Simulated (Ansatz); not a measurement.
# TiSi2: the cost of one run

Computed with Ansatz 0.2.0 (DFT, PBE, plane-wave PAW, default files, scalar-relativistic, as far as a step names no other, unless a step's input says otherwise).

## (1) The system as given

The structure is orthorhombic, space group Fddd (No. 70). Conventional cell: a = 4.773 Å, b = 8.236 Å, c = 8.523 Å, α = 90.00°, β = 90.00°, γ = 90.00°. Ti (site symmetry 222) is surrounded by 10 Si at 2.54 to 2.75 Å. Si (site symmetry 2) has 5 Ti at 2.54 to 2.75 Å and 5 Si at 2.54 to 2.75 Å as nearest neighbours.

As a file:

```
Ti Si
1.0
     0.00000    4.11800    4.26150
     2.38650    0.00000    4.26150
     2.38650    4.11800    0.00000
Ti Si
2 4
Direct
  0.75000 0.75000 0.75000
  0.50000 0.50000 0.50000
  0.08300 0.41700 0.08300
  0.41700 0.08300 0.41700
  0.16700 0.83300 0.16700
  0.83300 0.16700 0.83300
```

The earlier run gave: no gap over 0.1 eV on the mesh, largest force 0.198 eV/Å, pressure 2.3 GPa.

The printed gradients, by site:

```tsv
site	atoms	first shell	V_zz (10²¹ V/m²)	η	C_Q (MHz)
Ti	1, 2	10 Si at 2.54–2.75 Å	1.21	0.47	7.24 (⁴⁹Ti)
Si	3, 4, 5, 6	5 Ti at 2.54–2.75 Å, 2 Si at 2.54 Å; also 3 Si at 2.75 Å	-3.43	0.25	–
```

C_Q = eQV_zz/h, which is 24.18 MHz for Q = 1 b and V_zz = 10²¹ V/m²; η = (V_xx − V_yy)/V_zz. Q values from Pyykkö, Mol. Phys. 116, 1328 (2018). A dash under C_Q marks elements without a common quadrupolar isotope.

## (2) Z stretched by +2 %, ions relaxed

input.yaml

```yaml
crystal:
  lattice:
    - [0.0, 4.118, 4.34673]
    - [2.3865, 0.0, 4.34673]
    - [2.3865, 4.118, 0.0]
  atoms:
    - { symbol: Ti, position: [0.75, 0.75, 0.75] }
    - { symbol: Ti, position: [0.5, 0.5, 0.5] }
    - { symbol: Si, position: [0.0868558212, 0.4131441788, 0.0868558212] }
    - { symbol: Si, position: [0.4131441788, 0.0868558212, 0.4131441788] }
    - { symbol: Si, position: [0.1631441788, 0.8368558212, 0.1631441788] }
    - { symbol: Si, position: [0.8368558212, 0.1631441788, 0.8368558212] }
kpoints:
  mp_grid: { grid: [13, 13, 13] }
scf:
  occupations: { method: fermi_dirac, width: 0.05 }
hamiltonian:
  xc: pbe
  pseudopotentials: { kind: paw }
output:
  forces: true
  stress: true
  populations: true
  efg: { quadrupole_moments_barn: { Ti: 0.247 }, contact_densities: true }
relax:
  f_tol: 0.02
  max_steps: 60
```

Command:

```sh
> ansatz run input.yaml --threads 1 --pin off --max-ram 3072MiB --backend cpu --events-out ev --progress --plain --runs-dir out
```

What time and memory should one allow on 1 thread of Intel Xeon Platinum 8488C (Sapphire Rapids), shared host?

About 2.8 min, with a peak of 1 GiB.
